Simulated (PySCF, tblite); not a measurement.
**C₄H₉AlN₂: infrared bands and NMR shifts**

Wanted: the infrared bands and NMR shifts of C₄H₉AlN₂ (`CC#[N+][AlH2-]/[CH]=N\C`), by calculation.

Programs: tblite 0.8.0 and PySCF 2.14.0, with density-fitted response routines of our own. Each step states its level of theory. These are calculated values for one molecule in the gas phase, unless marked as measured. Atoms are numbered from 0 throughout.

## 1. Starting geometry

16 atoms, charge 0, multiplicity 1; geometry from: GFN2-xTB.

Bonds of the start (Å): C0–C1 1.42, C1–N2 1.15, N2–Al3 1.98, Al3–C4 2.03, C4–N5 1.27, N5–C6 1.43, C0–H7 1.09, C0–H8 1.09, C0–H9 1.09, Al3–H10 1.57, Al3–H11 1.56, C4–H12 1.11, C6–H13 1.09, C6–H14 1.09, C6–H15 1.11.

## 2. Vibrational analysis with GFN2-xTB

The job: settings as JSON, then the geometry in Å.

```
{"job": {"kind": "ir", "xc": "GFN2-xTB", "basis": "xTB"}, "charge": 0, "multiplicity": 1}
C      1.885019     0.920358     2.156485
C      1.565621     0.379706     0.878723
N      1.301125    -0.037721    -0.160533
Al     0.447633    -1.441532    -1.259172
C     -1.442259    -1.295029    -0.523926
N     -2.298771    -0.358771    -0.487234
C     -1.949694     0.896604    -1.068327
H      2.814648     1.487689     2.100297
H      2.002287     0.102866     2.868135
H      1.078838     1.574501     2.490275
H      1.192521    -2.656717    -0.601655
H      0.840209    -1.031574    -2.708143
H     -1.824061    -2.215002    -0.044471
H     -2.065806     1.679538    -0.315698
H     -2.642724     1.111568    -1.883366
H     -0.912185     0.892461    -1.452801
```

**Question.** This job is followed by: GIAO PBE0/pcSseg-1 NMR shielding, non-relativistic, gas phase. Predict these results of the whole session: strongest single infrared mode (GFN2-xTB); zero-point energy (GFN2-xTB); 13C shifts against TMS (PBE0/pcSseg-1); 1H shifts against TMS (PBE0/pcSseg-1, means over atoms taken as alike); 15N shifts against NH3 (PBE0/pcSseg-1); 27Al shifts against AlH4- (PBE0/pcSseg-1).

The runs gave:

| quantity | value |
| --- | --- |
| strongest single infrared mode (GFN2-xTB) | 1727 cm⁻¹, 365 km/mol |
| zero-point energy (GFN2-xTB) | 71.1 kcal/mol |
| 13C shifts against TMS (PBE0/pcSseg-1) | 201.2, 138.2, 59.3, 1.3 ppm |
| 1H shifts against TMS (PBE0/pcSseg-1, means over atoms taken as alike) | 9.19, 4.12, 3.92, 2.40 ppm |
| 15N shifts against NH3 (PBE0/pcSseg-1) | 463.8, 242.8 ppm |
| 27Al shifts against AlH4- (PBE0/pcSseg-1) | 39.3 ppm |

What this shows: No mode is imaginary among the 42: a minimum at this level. The strongest single mode, at 1727 cm⁻¹, moves mainly H11. GFN2-xTB is a fitted tight-binding method: band positions and strengths are rough. Its intensities can rank the bands wrongly. At PBE0/pcSseg-1: The largest span, 946 ppm, is at N5, where the paramagnetic term is -523 ppm.
